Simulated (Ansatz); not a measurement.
# C₂H₉BSi: a ladder of functionals and wavefunction methods

One table from this session's results is given with a row withheld; the runs are named, their logs left out.

Method: functionals in def2-TZVPP, the program's frozen cores in correlated methods; program: Ansatz 0.2.0, Gaussian basis.

Plan: LDA (SPW92), PBE-D4, revPBE-D4, BLYP-D4, r2SCAN-D4, B97M-V, PBE0-D4, B3LYP-D4, r2SCANh-D4, r2SCAN0-D4, HSE06-D4, BHLYP-D4, CAM-B3LYP-D4, LC-ωPBE, ωB97X-V, ωB97M-V, B2PLYP, PBE-QIDH; CCSD(T)/def2-SVP; CCSD(T)/def2-TZVPP; MP2/def2-QZVPP; extrapolation to the limit; RPA on PBE.

### Structure used throughout

The geometry comes from an earlier relaxation with PBE0-D4 in a triple-zeta def2 set; it is a stationary point, not always the lowest conformer.

SMILES `BC(C)[SiH3]`, 13 atoms, charge 0, spin multiplicity 1.

Atoms are counted from 1 here; the program's logs count them from 0.

Bond lengths: B1–C2 1.529 Å, B1–H5 1.199 Å, B1–H6 1.199 Å, C2–C3 1.528 Å, C2–Si4 1.911 Å, C2–H7 1.098 Å, C3–H8 1.093 Å, C3–H9 1.093 Å, C3–H10 1.093 Å, Si4–H11 1.485 Å, Si4–H12 1.488 Å, Si4–H13 1.487 Å. Angles: C2–B1–H5 120.6°, C2–B1–H6 120.4°, H5–B1–H6 118.8°, B1–C2–C3 118.8°, B1–C2–Si4 100.2°, B1–C2–H7 112.5°, C3–C2–Si4 109.8°, C3–C2–H7 112.5°, Si4–C2–H7 100.6°, C2–C3–H8 110.7°, C2–C3–H9 112.6°, C2–C3–H10 111.0°, H8–C3–H9 107.5°, H8–C3–H10 107.1°, H9–C3–H10 107.8°, C2–Si4–H11 111.4°, C2–Si4–H12 111.6°, C2–Si4–H13 107.1° and more.

Set-up of the first run:

The input, in.yaml:

```yaml
crystal:
  periodic: [false, false, false]
  atoms:
    - {symbol: B, position_ang: [-0.836197, 1.066894, -0.873820]}
    - {symbol: C, position_ang: [0.362465, 0.327483, -0.279591]}
    - {symbol: C, position_ang: [0.812432, 0.674206, 1.139213]}
    - {symbol: Si, position_ang: [-0.288675, -1.468880, -0.330840]}
    - {symbol: H, position_ang: [-1.048083, 1.036580, -2.053474]}
    - {symbol: H, position_ang: [-1.629424, 1.611529, -0.157693]}
    - {symbol: H, position_ang: [1.204157, 0.257559, -0.981424]}
    - {symbol: H, position_ang: [1.255518, 1.672648, 1.170967]}
    - {symbol: H, position_ang: [1.554899, -0.028132, 1.527212]}
    - {symbol: H, position_ang: [-0.035867, 0.677466, 1.828655]}
    - {symbol: H, position_ang: [-0.397929, -1.965447, -1.725757]}
    - {symbol: H, position_ang: [-1.615889, -1.589498, 0.330640]}
    - {symbol: H, position_ang: [0.682893, -2.307208, 0.420709]}
basis:
  gaussian: {orbitals: def2-TZVPP}
hamiltonian: {xc: lda}
output: {orbitals: {seedname: orbitals}}
```

Started as:

```
ansatz run in.yaml --threads 4 --pin off --events-out ev --progress --plain --max-ram 10444MiB
```

Steps of the session up to this table: LDA; PBE-D4 (GGA); revPBE-D4 (GGA); BLYP-D4 (GGA); r2SCAN-D4 (meta-GGA); B97M-V (meta-GGA); PBE0-D4 (hybrid); B3LYP-D4 (hybrid); r2SCANh-D4 (hybrid); r2SCAN0-D4 (hybrid); HSE06-D4 (hybrid); BHLYP-D4 (hybrid); CAM-B3LYP-D4 (range-separated); LC-ωPBE (range-separated); ωB97X-V (range-separated); ωB97M-V (range-separated); B2PLYP (double hybrid); PBE-QIDH (double hybrid).

One of the session's tables, all rows but one given; the rest of the session is left out.

It belongs to the step «Frontier levels by functional». 

| functional | HOMO (eV) | gap (eV) |
| --- | --- | --- |
| LDA (SPW92) | -7.25 | 4.69 |
| PBE-D4 | -7.15 | 4.85 |
| revPBE-D4 | -7.10 | 4.92 |
| BLYP-D4 | -7.02 | 4.89 |
| r2SCAN-D4 | -7.38 | 5.44 |
| B97M-V | -7.55 | 5.45 |
| PBE0-D4 | ? | ? |
| B3LYP-D4 | -8.16 | 6.61 |
| r2SCANh-D4 | -7.84 | 6.22 |
| r2SCAN0-D4 | -8.52 | 7.39 |
| HSE06-D4 | -7.96 | 6.24 |
| BHLYP-D4 | -9.48 | 9.16 |
| CAM-B3LYP-D4 | -9.70 | 9.45 |
| LC-ωPBE | -11.05 | 11.96 |
| ωB97X-V | -10.70 | 11.50 |
| ωB97M-V | -10.58 | 11.11 |

Q: Estimate the row for PBE0-D4 from the others.

As computed: HOMO (eV): -8.36; gap (eV): 7.02. In the column «HOMO (eV)» it lies between r2SCAN0-D4 (-8.52) and B3LYP-D4 (-8.16).
